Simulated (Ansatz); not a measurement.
# H₈OSi₂Sn: up Jacob's ladder to CCSD(T)

An exercise on one series of results from a longer session: the logs are not shown, and one member is left open.

Method: functionals in def2-TZVPP, the program's frozen cores in correlated methods; program: Ansatz 0.2.0, Gaussian basis.

Levels to be run: PBE-D4, r2SCAN-D4, PBE0-D4, B3LYP-D4, ωB97X-V, ωB97M-V, B2PLYP; CCSD(T)/def2-TZVPP; MP2/def2-QZVPP; extrapolation to the limit.

## Structure used throughout

The geometry comes from an earlier relaxation with PBE0-D4 in a triple-zeta def2 set; it is a stationary point, not always the lowest conformer. Sn takes the def2 core potential; no spin-orbit term is included.

12 atoms, charge 0, spin multiplicity 1.

Atoms are counted from 1 here; the program's logs count them from 0.

Bond lengths: Si1–Si2 2.342 Å, Si1–H5 1.489 Å, Si1–H6 1.489 Å, Si1–H7 1.490 Å, Si2–O3 1.632 Å, Si2–H8 1.496 Å, Si2–H9 1.496 Å, O3–Sn4 1.965 Å, Sn4–H10 1.699 Å, Sn4–H11 1.704 Å, Sn4–H12 1.704 Å. Angles: Si2–Si1–H5 111.0°, Si2–Si1–H6 111.0°, Si2–Si1–H7 109.8°, H5–Si1–H6 108.4°, H5–Si1–H7 108.3°, H6–Si1–H7 108.3°, Si1–Si2–O3 109.1°, Si1–Si2–H8 109.6°, Si1–Si2–H9 109.6°, O3–Si2–H8 111.2°, O3–Si2–H9 111.2°, H8–Si2–H9 106.1°, Si2–O3–Sn4 135.8°, O3–Sn4–H10 103.8°, O3–Sn4–H11 106.6°, O3–Sn4–H12 106.6°, H10–Sn4–H11 113.2°, H10–Sn4–H12 113.2° and more.

Set-up of the first run:

in.yaml

```yaml
crystal:
  periodic: [false, false, false]
  atoms:
    - {symbol: Si, position_ang: [-2.339327, 0.800052, 0.687610]}
    - {symbol: Si, position_ang: [-0.642583, -0.537556, -0.216814]}
    - {symbol: O, position_ang: [0.797073, 0.191964, 0.024389]}
    - {symbol: Sn, position_ang: [2.672388, -0.219053, -0.396551]}
    - {symbol: H, position_ang: [-2.367388, 2.137973, 0.035617]}
    - {symbol: H, position_ang: [-2.141715, 0.994418, 2.150170]}
    - {symbol: H, position_ang: [-3.662964, 0.148511, 0.476514]}
    - {symbol: H, position_ang: [-0.900688, -0.757714, -1.673516]}
    - {symbol: H, position_ang: [-0.677495, -1.890360, 0.420192]}
    - {symbol: H, position_ang: [3.529106, 1.105088, 0.234829]}
    - {symbol: H, position_ang: [3.035482, -1.689450, 0.385141]}
    - {symbol: H, position_ang: [2.775013, -0.339274, -2.093580]}
basis:
  gaussian: {orbitals: def2-TZVPP}
hamiltonian: {xc: pbe, dispersion: d4}
output: {forces: true, orbitals: {seedname: orbitals}}
```

On the command line:

```
> ansatz run in.yaml --threads 4 --pin off --events-out ev --progress --plain --max-ram 10444MiB
```

Steps of the session up to this table: PBE-D4 (GGA); r2SCAN-D4 (meta-GGA); PBE0-D4 (hybrid); B3LYP-D4 (hybrid); ωB97X-V (range-separated); ωB97M-V (range-separated); B2PLYP (double hybrid); CCSD(T) in def2-TZVPP; MP2 in def2-QZVPP.

One of the session's tables, all rows but one given; the rest of the session is left out.

It belongs to the step «Atomisation energies». 

```
            method  atomisation energy (kJ/mol)
            PBE-D4                       3409.1
         r2SCAN-D4                       3449.5
           PBE0-D4                       3389.3
          B3LYP-D4                       3446.6
           ωB97X-V                       3499.2
           ωB97M-V                       3455.6
            B2PLYP                       3400.1
     HF/def2-TZVPP                       2551.5
    MP2/def2-TZVPP                       3352.6
   CCSD/def2-TZVPP                       3353.8
CCSD(T)/def2-TZVPP                       3390.4
           MP2/CBS                            ?
       CCSD(T)/CBS                       3486.7
```

Estimate the missing values for MP2/CBS.

As computed: atomisation energy (kJ/mol): 3448.9. In the column «atomisation energy (kJ/mol)» it lies between B3LYP-D4 (3446.6) and r2SCAN-D4 (3449.5).

Caveats from the session: Free atoms (2 Si, 1 O, 1 Sn, 8 H) were run apart at each level; the atomisation energy is their sum less the molecule, without zero-point or spin-orbit terms.
